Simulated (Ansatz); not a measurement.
# C₂H₁₀AlNSi: small, medium and large basis sets

An exercise on one series of results from a longer session: the logs are not shown, and one member is left open.

Computed with Ansatz 0.2.0, Gaussian basis. Level: one geometry, several basis sets.

Plan: PBE0-D4/def2-SVP; ωB97M-V/def2-SVP; PBE0-D4/def2-QZVPP; ωB97M-V/def2-QZVPP; the functionals' def2-TZVPP values are taken from earlier runs.

**The relaxed structure**

The geometry comes from an earlier relaxation with PBE0-D4 in a triple-zeta def2 set; it is a stationary point, not always the lowest conformer.

15 atoms, charge 0, spin multiplicity 1.

Atoms are counted from 1 here; the program's logs count them from 0.

Bond lengths: C1–Al2 1.960 Å, C1–H6 1.095 Å, C1–H7 1.094 Å, C1–H8 1.095 Å, Al2–Si3 2.453 Å, Al2–C4 1.956 Å, Al2–N5 2.006 Å, Si3–H9 1.498 Å, Si3–H10 1.495 Å, Si3–H11 1.494 Å, C4–N5 1.523 Å, C4–H12 1.088 Å, C4–H13 1.087 Å, N5–H14 1.010 Å, N5–H15 1.011 Å. Angles: Al2–C1–H6 112.0°, Al2–C1–H7 111.9°, Al2–C1–H8 111.0°, H6–C1–H7 107.8°, H6–C1–H8 107.0°, H7–C1–H8 106.8°, C1–Al2–Si3 124.9°, C1–Al2–C4 119.7°, C1–Al2–N5 112.8°, Si3–Al2–C4 115.2°, Si3–Al2–N5 107.8°, C4–Al2–N5 45.2°, Al2–Si3–H9 110.8°, Al2–Si3–H10 114.5°, Al2–Si3–H11 113.5°, H9–Si3–H10 105.8°, H9–Si3–H11 105.7°, H10–Si3–H11 105.9° and more.

The first run:

in.yaml

```yaml
crystal:
  periodic: [false, false, false]
  atoms:
    - {symbol: C, position_ang: [-1.773155, 0.357686, 1.302333]}
    - {symbol: Al, position_ang: [-0.133956, -0.115781, 0.338196]}
    - {symbol: Si, position_ang: [2.102404, 0.743029, 0.866181]}
    - {symbol: C, position_ang: [-0.198079, -1.458471, -1.082967]}
    - {symbol: N, position_ang: [-0.357949, -0.056121, -1.654534]}
    - {symbol: H, position_ang: [-2.669906, 0.008104, 0.781172]}
    - {symbol: H, position_ang: [-1.867130, 1.438511, 1.442662]}
    - {symbol: H, position_ang: [-1.785909, -0.093768, 2.299611]}
    - {symbol: H, position_ang: [3.008867, 0.632219, -0.321441]}
    - {symbol: H, position_ang: [2.134129, 2.181984, 1.268999]}
    - {symbol: H, position_ang: [2.784109, -0.004991, 1.965475]}
    - {symbol: H, position_ang: [-1.091546, -2.047535, -1.277740]}
    - {symbol: H, position_ang: [0.674599, -1.949949, -1.504619]}
    - {symbol: H, position_ang: [0.392880, 0.216315, -2.273296]}
    - {symbol: H, position_ang: [-1.241260, 0.098069, -2.120632]}
basis:
  gaussian: {orbitals: def2-SVP}
hamiltonian: {xc: pbe0, dispersion: d4}
output: {orbitals: {seedname: orbitals}}
```

Command:

```console
$ ansatz run in.yaml --threads 4 --pin off --events-out ev --progress --plain --max-ram 10444MiB
```

Among the steps run: PBE0-D4 in def2-SVP; ωB97M-V in def2-SVP; PBE0-D4 in def2-QZVPP; ωB97M-V in def2-QZVPP.

One of the session's tables, all rows but one given; the rest of the session is left out.

It belongs to the step «Density functionals: the series». 

```
functional       basis  HOMO (eV)  LUMO (eV)
   PBE0-D4    def2-SVP      -6.65       0.18
   PBE0-D4  def2-TZVPP      -6.68      -0.10
   PBE0-D4  def2-QZVPP      -6.69      -0.28
   ωB97M-V    def2-SVP          ?          ?
   ωB97M-V  def2-TZVPP      -8.79       1.42
   ωB97M-V  def2-QZVPP      -8.80       0.92
```

Q: Estimate the row for ωB97M-V, def2-SVP from the others.

The run gave: HOMO (eV): -8.74; LUMO (eV): 1.86. In the column «HOMO (eV)» it lies between ωB97M-V, def2-TZVPP (-8.79) and PBE0-D4, def2-QZVPP (-6.69).
